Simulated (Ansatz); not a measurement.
**CdMe2 (C₂H₆Cd): structure and electronic state**

What does CdMe2 (C₂H₆Cd) look like as a singlet, and where do its frontier electrons sit?

The runs use Ansatz 0.2.0, Gaussian basis; RKS PBE0-D4/def2-TZVP.

The runs, in order: relaxation at PBE0-D4/def2-TZVP; a search for the lowest solution at PBE0-D4/def2-SVP; a single point at PBE0-D4/def2-TZVP.

1 further run of the same task is left out (set aside as unsound or not needed). Runs told in other sessions of the task aren't counted.

### 1 Where the work starts

9 atoms, charge 0, spin multiplicity 1.

Atoms are counted from 1 here; the program's logs count them from 0.

Bond lengths: Cd1–C2 2.213 Å, Cd1–C6 2.212 Å, C2–H3 1.091 Å, C2–H4 1.090 Å, C2–H5 1.091 Å, C6–H7 1.091 Å, C6–H8 1.091 Å, C6–H9 1.090 Å. Angles: C2–Cd1–C6 178.6°, Cd1–C2–H3 111.1°, Cd1–C2–H4 111.2°, Cd1–C2–H5 110.7°, H3–C2–H4 107.9°, H3–C2–H5 107.9°, H4–C2–H5 107.9°, Cd1–C6–H7 110.7°, Cd1–C6–H8 110.9°, Cd1–C6–H9 111.4°, H7–C6–H8 107.9°, H7–C6–H9 107.9°, H8–C6–H9 107.9°.

Geometry (Å):

```xyz
9
charge 0, multiplicity 1
Cd    0.0232    0.0179   -0.0001
C    -0.0024   -0.0144    2.2126
H    -0.4380    0.9017    2.6128
H     1.0053   -0.1100    2.6178
H    -0.5929   -0.8555    2.5791
C     0.0051    0.0167   -2.2125
H    -1.0183    0.0158   -2.5899
H     0.5081   -0.8675   -2.6054
H     0.5097    0.8952   -2.6145
```

Cd takes a core potential in the def2 sets. No spin-orbit coupling is included.

The start is a GFN2-xTB geometry.

### 2 Relaxation at PBE0-D4/def2-TZVP

in.yaml reads:

```yaml
crystal:
  periodic: [false, false, false]
  atoms:
    - {symbol: Cd, position_ang: [0.023200, 0.017930, -0.000130]}
    - {symbol: C, position_ang: [-0.002360, -0.014380, 2.212610]}
    - {symbol: H, position_ang: [-0.437990, 0.901740, 2.612850]}
    - {symbol: H, position_ang: [1.005340, -0.110050, 2.617750]}
    - {symbol: H, position_ang: [-0.592860, -0.855480, 2.579140]}
    - {symbol: C, position_ang: [0.005080, 0.016700, -2.212450]}
    - {symbol: H, position_ang: [-1.018280, 0.015820, -2.589900]}
    - {symbol: H, position_ang: [0.508130, -0.867490, -2.605390]}
    - {symbol: H, position_ang: [0.509740, 0.895220, -2.614470]}
basis:
  gaussian: {orbitals: def2-TZVP}
hamiltonian: {xc: pbe0, dispersion: d4}
scf: {lower_state_search: "off"}
output: {orbitals: {seedname: orbitals}}
relax: {f_tol: 0.02, max_steps: 100}
```

On the command line:

```bash
> ansatz run in.yaml --threads 4 --pin off --events-out ev --progress --plain --max-ram 3916MiB
```

The runs that follow: Searching for the lowest solution, PBE0-D4/def2-SVP; Single point, PBE0-D4/def2-TZVP.

Before running them: what should the planned runs give, taken together? Wanted: point group; near neighbours of the metal; HOMO, LUMO at PBE0-D4/def2-TZVP; charge on the metal; dipole at PBE0-D4/def2-TZVP.

The runs gave:

| quantity | value |
| --- | --- |
| point group | D3 |
| near neighbours of the metal | C 2.11, C 2.11 Å |
| HOMO, LUMO at PBE0-D4/def2-TZVP | -6.84, 0.00 eV |
| charge on the metal (Mulliken, PBE0-D4/def2-TZVP) | +0.66 e |
| dipole at PBE0-D4/def2-TZVP | 0.00 D |

**Reading.** The molecule keeps its bonding pattern by the stored test; the atoms moved 0.10 Å (rms). No usable vibrations, so a minimum isn't proven. The HOMO lies nearest to C2, C6 about 30 % each; Cd1 11 % and the LUMO to Cd1 58 %; H3, H4, H8 about 8 % each.
